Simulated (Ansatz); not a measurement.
# CH3W: the cost of one run

Computed with Ansatz 0.2.0, Gaussian basis. Level: def2-TZVPP, core rule «outside noble gas», up to 5 orbitals frozen.

The runs, in order: UHF; CCSD(T) on ROHF; CCSD(T) on UHF; CCSDT(Q) on ROHF; CCSDT(Q) on UHF.

5 further runs of the same task are left out: 1 that didn't finish, 4 set aside as unsound or not needed.

## Step 1: The system

The geometry is a PBE0/def2-TZVP stationary point (not a proven minimum) of the parent state, kept for this charge and spin. No spin-orbit coupling is included. Elements past krypton take def2 core potentials.

5 atoms, charge 1, spin multiplicity 5.

Atoms are counted from 1 here; the program's logs count them from 0.

Bond lengths: W1–C2 2.007 Å, C2–H3 1.093 Å, C2–H4 1.106 Å, C2–H5 1.106 Å. Angles: W1–C2–H3 116.2°, W1–C2–H4 104.9°, W1–C2–H5 104.9°, H3–C2–H4 111.7°, H3–C2–H5 111.7°, H4–C2–H5 106.6°.

## Step 2: UHF

in.yaml reads:

```yaml
crystal:
  periodic: [false, false, false]
  atoms:
    - {symbol: W, position_ang: [0.000000, 0.000027, 0.157097]}
    - {symbol: C, position_ang: [0.000000, -0.014098, -1.850243]}
    - {symbol: H, position_ang: [0.000009, -0.997640, -2.326283]}
    - {symbol: H, position_ang: [0.886471, 0.580366, -2.139638]}
    - {symbol: H, position_ang: [-0.886481, 0.580351, -2.139638]}
basis:
  gaussian: {orbitals: def2-TZVPP}
total_charge: 1
magnetization: {spin_polarized: true, initial_magnetization: 4}
hamiltonian: {xc: hf}
output: {orbitals: {seedname: orbitals}}
```

Launch:

```bash
$ ansatz run in.yaml --threads 1 --pin off --events-out ev --progress --plain --max-ram 4096MiB --backend cpu
```

What time and memory should one allow on 1 thread of AMD EPYC 7R13, shared host?

About 13 s, with a peak of 0.27 GiB.
